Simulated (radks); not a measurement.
**Polarisabilities and dispersion coefficients of Mg⁺, Al²⁺, Si³⁺ and others**

Aim: static dipole polarisabilities and C6 coefficients, each species in its NIST ground configuration. After each ground state the linear response is solved; its values go to the run's result record, not to the log. Response by self-consistent Sternheimer equations with the Hartree and adiabatic LDA kernel, the relativistic mass of each level held fixed and spin-orbit coupling left out.

The numbers are computed with radks (a radial shooting solver on a logarithmic mesh, Libxc functionals) version 1 (scalar-relativistic Kohn-Sham, LDA (Slater exchange, Perdew-Wang correlation), spin-polarised, spherical densities, finite nucleus; open shells are filled with parallel spins first), except any that are marked as measured or tabulated.

## Step 1: The atom as given

| Property | Result |
| --- | --- |
| species | Mg⁺ ([Ne] 3s1), Al²⁺ ([Ne] 3s1), Si³⁺ ([Ne] 3s1), P⁴⁺ ([Ne] 3s1), S⁵⁺ ([Ne] 3s1), Cl⁶⁺ ([Ne] 3s1), Ar⁷⁺ ([Ne] 3s1), K⁸⁺ ([Ne] 3s1) |

## Step 2: Mg⁺, [Ne] 3s1

Input:

```text
Z 12
configuration [Ne] 3s1
relativity scalar-relativistic
functional lda,pw
spin polarised
nucleus finite rms 3.057 fm
c 137.035999084
response adiabatic LDA kernel
```

## Step 3: Al²⁺, [Ne] 3s1

Input:

```text
Z 13
configuration [Ne] 3s1
relativity scalar-relativistic
functional lda,pw
spin polarised
nucleus finite rms 3.061 fm
c 137.035999084
response adiabatic LDA kernel
```

## Step 4: Si³⁺, [Ne] 3s1

Input:

```text
Z 14
configuration [Ne] 3s1
relativity scalar-relativistic
functional lda,pw
spin polarised
nucleus finite rms 3.1224 fm
c 137.035999084
response adiabatic LDA kernel
```

## Step 5: P⁴⁺, [Ne] 3s1

Input:

```text
Z 15
configuration [Ne] 3s1
relativity scalar-relativistic
functional lda,pw
spin polarised
nucleus finite rms 3.1889 fm
c 137.035999084
response adiabatic LDA kernel
```

## Step 6: S⁵⁺, [Ne] 3s1

Input:

```text
Z 16
configuration [Ne] 3s1
relativity scalar-relativistic
functional lda,pw
spin polarised
nucleus finite rms 3.2611 fm
c 137.035999084
response adiabatic LDA kernel
```

## Step 7: Cl⁶⁺, [Ne] 3s1

Input:

```text
Z 17
configuration [Ne] 3s1
relativity scalar-relativistic
functional lda,pw
spin polarised
nucleus finite rms 3.3654 fm
c 137.035999084
response adiabatic LDA kernel
```

## Step 8: Ar⁷⁺, [Ne] 3s1

Input:

```text
Z 18
configuration [Ne] 3s1
relativity scalar-relativistic
functional lda,pw
spin polarised
nucleus finite rms 3.4274 fm
c 137.035999084
response adiabatic LDA kernel
```

## Step 9: K⁸⁺, [Ne] 3s1

Input:

```text
Z 19
configuration [Ne] 3s1
relativity scalar-relativistic
functional lda,pw
spin polarised
nucleus finite rms 3.4349 fm
c 137.035999084
response adiabatic LDA kernel
```

Before running it: what results should come out? Wanted: for each run, species; −ε(HOMO); α; α uncoupled; C6; C8.

As calculated:

```csv
species,−ε(HOMO) (eV),α (bohr³),α uncoupled (bohr³),C6 (hartree bohr⁶),C8 (hartree bohr⁸)
Mg⁺,12.000,30.35,35.29,124.8,4313
Al²⁺,24.585,12.49,14.72,32.20,632.6
Si³⁺,40.509,6.556,7.769,11.89,154.0
P⁴⁺,59.652,3.923,4.659,5.335,49.38
S⁵⁺,81.957,2.552,3.031,2.711,18.89
Cl⁶⁺,107.39,1.759,2.088,1.504,8.177
Ar⁷⁺,135.95,1.266,1.501,0.8913,3.886
K⁸⁺,167.61,0.9421,1.115,0.5559,1.986
```

In words: Uncoupled leaves out the potential induced by the response; C6 and C8 are for like pairs. Mg⁺ is the most polarisable and K⁸⁺ the least, a factor 32.2 apart. For the pair Mg⁺–K⁸⁺ the Casimir-Polder integral gives C6 = 6.558, the rule 2·Ca·Cb/(Ca·αb/αa + Cb·αa/αb) on the like-pair values 6.371. C8 is given only where no p, d or f shell is open.
